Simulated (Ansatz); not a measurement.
# C3H9ClSi: the cost of one run

Program: Ansatz 0.2.0, Gaussian basis. Level of theory: functionals in def2-TZVPP, the program's frozen cores in correlated methods. These are calculated values, not measurements.

Plan: PBE-D4, r2SCAN-D4, PBE0-D4, B3LYP-D4, ωB97X-V, ωB97M-V, B2PLYP; CCSD(T)/def2-TZVPP; MP2/def2-QZVPP; extrapolation to the limit.

## Step 1: The geometry

The geometry comes from an earlier relaxation with PBE0-D4 in a triple-zeta def2 set; it is a stationary point, not always the lowest conformer.

SMILES `CCC[SiH2]Cl`, 14 atoms, charge 0, spin multiplicity 1.

Atoms are counted from 1 here; the program's logs count them from 0.

Bond lengths: C1–C2 1.519 Å, C1–H6 1.093 Å, C1–H7 1.093 Å, C1–H8 1.094 Å, C2–C3 1.526 Å, C2–H9 1.096 Å, C2–H10 1.095 Å, C3–Si4 1.863 Å, C3–H11 1.098 Å, C3–H12 1.096 Å, Si4–Cl5 2.064 Å, Si4–H13 1.485 Å, Si4–H14 1.484 Å. Angles: C2–C1–H6 111.0°, C2–C1–H7 111.4°, C2–C1–H8 111.1°, H6–C1–H7 107.8°, H6–C1–H8 107.6°, H7–C1–H8 107.8°, C1–C2–C3 112.7°, C1–C2–H9 109.5°, C1–C2–H10 109.6°, C3–C2–H9 109.5°, C3–C2–H10 109.3°, H9–C2–H10 106.0°, C2–C3–Si4 114.6°, C2–C3–H11 110.3°, C2–C3–H12 110.4°, Si4–C3–H11 106.9°, Si4–C3–H12 108.2°, H11–C3–H12 106.0° and more.

## Step 2: PBE-D4 (GGA)

Contents of in.yaml:

```yaml
crystal:
  periodic: [false, false, false]
  atoms:
    - {symbol: C, position_ang: [-1.490237, 1.057623, 0.998634]}
    - {symbol: C, position_ang: [-0.305818, 0.766159, 0.092556]}
    - {symbol: C, position_ang: [0.121865, -0.698511, 0.133618]}
    - {symbol: Si, position_ang: [1.578616, -1.111441, -0.951124]}
    - {symbol: Cl, position_ang: [1.119360, -0.703485, -2.921858]}
    - {symbol: H, position_ang: [-2.358950, 0.458734, 0.711831]}
    - {symbol: H, position_ang: [-1.779839, 2.109985, 0.950765]}
    - {symbol: H, position_ang: [-1.256481, 0.821982, 2.040582]}
    - {symbol: H, position_ang: [0.539276, 1.402073, 0.378776]}
    - {symbol: H, position_ang: [-0.555007, 1.042249, -0.936909]}
    - {symbol: H, position_ang: [0.393874, -0.988100, 1.157633]}
    - {symbol: H, position_ang: [-0.712949, -1.348724, -0.153144]}
    - {symbol: H, position_ang: [2.763383, -0.287193, -0.603154]}
    - {symbol: H, position_ang: [1.930010, -2.550754, -0.869308]}
basis:
  gaussian: {orbitals: def2-TZVPP}
hamiltonian: {xc: pbe, dispersion: d4}
output: {forces: true, orbitals: {seedname: orbitals}}
```

The run is started by

```
ansatz run in.yaml --threads 4 --pin off --events-out ev --progress --plain --max-ram 10444MiB
```

**Question.** How long does this run take on 4 threads of Arm Neoverse V1, shared host, and how much memory does it need?

About 3.5 s, with a peak of 0.46 GiB.
